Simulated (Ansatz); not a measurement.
Geometry optimisation, DFT PBE, scalar-relativistic, plane waves, PAW (Ansatz 0.2.0).

Input:

```yaml
crystal:
  lattice:
    - [5.048742, 0.0, 0.0]
    - [2.524371, 4.372339, 0.0]
    - [0.0, 0.0, 14.676426]
  atoms:
    - { symbol: H, position: [0.1666667, 0.1666667, 0.0681365] }
    - { symbol: H, position: [0.6666667, 0.1666667, 0.0681365] }
    - { symbol: H, position: [0.1666667, 0.6666667, 0.0681365] }
    - { symbol: H, position: [0.6666667, 0.6666667, 0.0681365] }
    - { symbol: C, position: [0.1666667, 0.1666667, 0.1430866] }
    - { symbol: C, position: [0.6666667, 0.1666667, 0.1430866] }
    - { symbol: C, position: [0.1666667, 0.6666667, 0.1430866] }
    - { symbol: C, position: [0.6666667, 0.6666667, 0.1430866] }
    - { symbol: C, position: [-0.1666667, 0.3333333, 0.1781963] }
    - { symbol: C, position: [0.3333333, 0.3333333, 0.1781963] }
    - { symbol: C, position: [-0.1666667, 0.8333333, 0.1781963] }
    - { symbol: C, position: [0.3333333, 0.8333333, 0.1781963] }
    - { symbol: C, position: [-0.1666667, 0.3333333, 0.2835255] }
    - { symbol: C, position: [0.3333333, 0.3333333, 0.2835255] }
    - { symbol: C, position: [-0.1666667, 0.8333333, 0.2835255] }
    - { symbol: C, position: [0.3333333, 0.8333333, 0.2835255] }
    - { symbol: C, position: [0.0, 0.0, 0.3186352] }
    - { symbol: C, position: [0.5, 0.0, 0.3186352] }
    - { symbol: C, position: [0.0, 0.5, 0.3186352] }
    - { symbol: C, position: [0.5, 0.5, 0.3186352] }
    - { symbol: W, position: [0.7916541, 0.7699832, 0.4610404] }
basis:
  ecutwfc: 420.0
kpoints:
  mp_grid: { grid: [3, 3, 1] }
hamiltonian:
  xc: pbe
  pseudopotentials: { kind: paw, azcp: { folder: soft_1 } }
scf:
  occupations: { method: gaussian, width: 0.02 }
  lower_state_search: "off"
relax:
  f_tol: 0.03
  max_steps: 60
  adjacent_minimum: "off"
  constraints: [{ sites: [0, 1, 2, 3, 4, 5, 6, 7, 8, 9, 10, 11] }]
```

Launched with:

```bash
$ ansatz run input.yaml --threads 1 --pin off --max-ram 3072MiB --backend cpu --events-out ev --progress --plain --runs-dir out
```

Problem. Where does it end, and by what steps?

Solution. The forces met the threshold. The force dipped under the threshold on the way, but the program's further checks kept it going. Limits of this set-up: coarse k mesh, thin slab, slab without dipole correction. After 14 steps the energy has fallen by 2.740 eV; W21 moved furthest, 0.71 Å.

| step | energy less start (eV) | largest force component (eV/Å) | accepted |
| --- | --- | --- | --- |
| 0 | 0.0000 | 5.744 | yes |
| 1 | -1.4076 | 4.656 | yes |
| 2 | -2.2960 | 2.568 | yes |
| 3 | -2.5976 | 1.321 | yes |
| 4 | -2.6999 | 0.334 | yes |
| 5 | -2.7154 | 0.229 | yes |
| 6 | -2.7163 | 0.568 | yes |
| 7 | -2.7342 | 0.178 | yes |
| 8 | -2.7375 | 0.250 | yes |
| 9 | -2.7363 | 0.127 | no |
| 10 | -2.7394 | 0.142 | yes |
| 11 | -2.7371 | 0.143 | no |
| 12 | -2.7399 | 0.043 | yes |
| 13 | -2.7400 | 0.014 | yes |
| 14 | -2.7401 | 0.002 | yes |

```xyz
21
Lattice="5.0487 0.0000 0.0000 2.5244 4.3723 0.0000 0.0000 0.0000 14.6764" Properties=species:S:1:pos:R:3
H 1.262 0.729 1.000
H 3.787 0.729 1.000
H 2.524 2.915 1.000
H 5.049 2.915 1.000
C 1.262 0.729 2.100
C 3.787 0.729 2.100
C 2.524 2.915 2.100
C 5.049 2.915 2.100
C 0.000 1.457 2.615
C 2.524 1.457 2.615
C 1.262 3.644 2.615
C 3.787 3.644 2.615
C -0.017 1.464 4.231
C 2.542 1.464 4.231
C 1.262 3.644 4.097
C 3.787 3.643 4.228
C -0.014 0.000 4.679
C 2.539 0.000 4.679
C 1.262 2.174 4.672
C 3.787 2.203 4.670
W 6.311 3.570 6.195
```

Time of the run: 2.1 min on 1 thread of Arm Neoverse V1, on a shared host, peak memory 0.49 GiB.
